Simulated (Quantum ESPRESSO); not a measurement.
## V: work function with PBE

Sheet: V, a sheet with vacuum.

```
CELL_PARAMETERS angstrom
2.29552 0.00000 0.00000
0.00000 2.29552 0.00000
0.00000 0.00000 23.80000
ATOMIC_POSITIONS crystal
V 0.50000 0.50000 0.29412
```

The cell was built by a generator and needn't be a form met in nature.

```json
{"Program": "Quantum ESPRESSO 7.5", "Task": "work function", "Functional": "PBE", "Potentials or basis": "PseudoDojo 0.4.1 SR PBE standard", "Cutoff": "1143 eV", "Density cutoff": "4572 eV", "k mesh": "11 × 11 × 1", "Occupations": "gaussian, width 0.1 eV", "Spin": "collinear spin, ferromagnetic start", "Starting moments": "[2.0] μB", "Boundary across the vacuum": "none", "Mixing mode": "local-TF", "Mixing beta": "0.3", "Most SCF iterations": "150", "SCF threshold": "1e-09 Ry"}
```

* Band gap on the k mesh: none (metal or under the smearing width)
* Net moment: 0.00 μB per cell
* Absolute moment: 0.00 μB per cell
* Valence electrons inside the program's atomic spheres: V 10.74
* Work function of the upper face: 5.02 eV
* Work function of the lower face: 5.02 eV

Levels at points of the mesh, in eV from the Fermi level:
Spin up:
```csv
k point,band 2,band 3,band 4,band 5,band 6,band 7,band 8,band 9,band 10,band 11
"(0.00, 0.00, 0.00)",-37.85,-36.90,-36.90,-4.44,-2.46,-1.05,0.26,2.90,2.90,4.26
```
Spin down:
| k point | band 2 | band 3 | band 4 | band 5 | band 6 | band 7 | band 8 | band 9 | band 10 | band 11 |
| --- | --- | --- | --- | --- | --- | --- | --- | --- | --- | --- |
| (0.00, 0.00, 0.00) | -37.85 | -36.90 | -36.90 | -4.44 | -2.46 | -1.05 | 0.26 | 2.90 | 2.90 | 4.26 |

It took 80 s on 2 MPI ranks on Intel(R) Xeon(R) 6975P-C (Granite Rapids), on a shared host, peak memory 0.46 GiB a rank.
